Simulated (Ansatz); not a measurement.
# RbP6: the cost of one run

Program: Ansatz 0.2.0. Level of theory: DFT PBE, scalar-relativistic, plane waves, PAW. These are calculated values, not measurements.

### Step 1. The starting structure

The structure is cubic, space group Fm-3m (No. 225). The conventional cell has a = 8.805 Å, b = 8.805 Å, c = 8.805 Å, α = 90.00°, β = 90.00°, γ = 90.00°. Rb (site symmetry m-3m) has 12 P at 3.11 Å as nearest neighbours. P (site symmetry mmm) has 2 Rb at 3.11 Å and 8 P at 3.11 Å as nearest neighbours.

As a file:

```xyz
7
Lattice="0.0000 4.4024 4.4024 4.4024 0.0000 4.4024 4.4024 4.4024 0.0000" Properties=species:S:1:pos:R:3 pbc="T T T"
Rb    0.0000    0.0000    0.0000
P     2.2012    2.2012    4.4024
P     2.2012    4.4024    2.2012
P     2.2012    2.2012    0.0000
P     2.2012    0.0000    2.2012
P     4.4024    2.2012    2.2012
P     0.0000    2.2012    2.2012
```

A structure generator made this guess: species swapped into a database cell of Zn6Mo (Fm-3m, No. 225), with P on the Zn sites and Rb on the Mo sites. The dimensions are guesses.

### Step 2. The guess as it stands, on a coarse mesh

Input file input.yaml:

```yaml
crystal:
  lattice:
    - [0.0, 4.40239205, 4.40239205]
    - [4.40239205, 0.0, 4.40239205]
    - [4.40239205, 4.40239205, 0.0]
  atoms:
    - { symbol: Rb, position: [0.0, 0.0, 0.0] }
    - { symbol: P, position: [0.5, 0.5, 0.0] }
    - { symbol: P, position: [0.5, 0.0, 0.5] }
    - { symbol: P, position: [0.0, 0.0, 0.5] }
    - { symbol: P, position: [0.0, 0.5, 0.0] }
    - { symbol: P, position: [0.0, 0.5, 0.5] }
    - { symbol: P, position: [0.5, 0.0, 0.0] }
basis:
  ecutwfc: 420
kpoints:
  mp_grid: { grid: [4, 4, 4] }
hamiltonian:
  xc: pbe
scf:
  occupations: { method: gaussian, width: 0.1 }
  lower_state_search: "off"
output:
  forces: true
  stress: true
  eigenvalues: true
```

Launch:

```sh
$ ansatz run input.yaml --threads 1 --pin off --max-ram 2048MiB --backend cpu --events-out ev --progress --plain --runs-dir out
```

Q: Estimate wall time and peak memory on 1 thread of Arm Neoverse V2, shared host.

About 2.7 s, with a peak of 0.38 GiB.
